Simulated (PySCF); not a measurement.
**Ho(NH2)3: other functionals and bases at one geometry**

One table from this session's results is given with a row withheld; the runs are named, their logs left out.

Method: several levels, as the steps say, no spin–orbit coupling; program: PySCF 2.14.0.

1 further run of the same task is left out (for a known fault of the program).

### The starting structure

10 atoms, charge 0, spin multiplicity 1.

Bond lengths: Ho1–N2 2.162 Å, Ho1–N5 2.164 Å, Ho1–N8 2.163 Å, N2–H3 1.021 Å, N2–H4 1.021 Å, N5–H6 1.021 Å, N5–H7 1.021 Å, N8–H9 1.021 Å, N8–H10 1.021 Å. Angles: N2–Ho1–N5 119.9°, N2–Ho1–N8 119.7°, N5–Ho1–N8 120.4°, Ho1–N2–H3 127.3°, Ho1–N2–H4 127.5°, H3–N2–H4 105.2°, Ho1–N5–H6 127.8°, Ho1–N5–H7 127.0°, H6–N5–H7 105.2°, Ho1–N8–H9 126.8°, Ho1–N8–H10 128.0°, H9–N8–H10 105.2°.

Geometry (Å):

```mol
H6HoN3
  3D, bonds by distance, orders not assigned

 10  9  0  0  0  0  0  0  0  0999 V2000
   -0.0069    0.0034    0.0133 Ho  0  0
    2.1552    0.0003   -0.0074 N   0  0
    2.7737   -0.8065    0.0837 H   0  0
    2.7767    0.8035   -0.1089 H   0  0
   -1.0847    1.8655   -0.2163 N   0  0
   -2.0956    2.0068   -0.2273 H   0  0
   -0.6831    2.7963   -0.3352 H   0  0
   -1.0778   -1.8636    0.2296 N   0  0
   -0.6699   -2.7944    0.3238 H   0  0
   -2.0875   -2.0113    0.2448 H   0  0
  1  2  8  0
  1  5  8  0
  1  8  8  0
  2  3  8  0
  2  4  8  0
  5  6  8  0
  5  7  8  0
  8  9  8  0
  8 10  8  0
M  END
```

Formal oxidation states: Ho +3. Each metal's 10 4f electrons lie in its core potential, so multiplicities, spins and levels count the valence alone. An earlier session relaxed this geometry at PBE0, Ho lcecp-1-SVP with ECP56, N def2-SVP, H def2-SVP (singlet, point group C3v).

At PBE0 on the finer grid: E = -205.293563 Eh, HOMO -6.07 eV, LUMO -1.07 eV, Mulliken charge on Ho1 +0.90 e, largest force component 0.013 eV/Å. 

Levels to run: TPSSh; B3LYP; PBE0, TZVP. Hardware: 2 threads of Arm Neoverse V1, shared host.

The first run:

File run.py (the lines that set the calculation):

```python
mol = gto.M(atom='''
Ho    -0.00693     0.00345     0.01326
N      2.15520     0.00034    -0.00743
H      2.77366    -0.80650     0.08373
H      2.77674     0.80349    -0.10889
N     -1.08470     1.86545    -0.21634
H     -2.09561     2.00677    -0.22734
H     -0.68314     2.79625    -0.33519
N     -1.07780    -1.86357     0.22965
H     -0.66992    -2.79437     0.32379
H     -2.08750    -2.01130     0.24477''',
    basis={'Ho': 'lcecp-1-SVP', 'N': 'def2-SVP', 'H': 'def2-SVP'},
    ecp={'Ho': 'lcecp-1-SVP'},
    charge=0, spin=0)
mf = dft.RKS(mol, xc='TPSSH')
mf.grids.atom_grid = (75, 302)  # f atoms: unpruned, at least (60, 302)
mf = mf.density_fit()  # fitting sets: Ho AutoAux, N def2-universal-JKFIT, H def2-universal-JKFIT
mf.conv_tol = 1e-08; mf.max_cycle = 55
mf.kernel(dm0)  # dm0: the density of the relaxed state
```

Command:

```sh
$ OMP_NUM_THREADS=2 python run.py
```

Steps of the session up to this table: TPSSh; B3LYP; PBE0, TZVP.

One table of the session follows, with a row left open; its other results are not shown here.

```
              level  HOMO (eV)  gap (eV)  charge on Ho1 (e)  largest force component (eV/Å)
PBE0 (relaxed here)      -6.07      5.00               0.90                            0.01
              TPSSh          ?         ?                  ?                               ?
              B3LYP      -5.83      4.44               0.83                            0.11
         PBE0, TZVP      -6.24      5.10               1.55                            0.47
```

**Question.** Estimate the row for TPSSh.

**Answer.** HOMO (eV): -5.29; gap (eV): 4.04; charge on Ho1 (e): 0.89; largest force component (eV/Å): 0.18. In the column «HOMO (eV)» it is the highest.

In one basis the HOMO–LUMO gap runs from 4.04 eV (TPSSh) to 5.00 eV (PBE0). The largest leftover force, 0.47 eV/Å with PBE0, TZVP, stands at a geometry relaxed at another level. With 4f in the core, its levels are missing from HOMO and gap, and its count is fixed, so no charge can pass from the ligands into it. Total energies of different levels can't be compared.
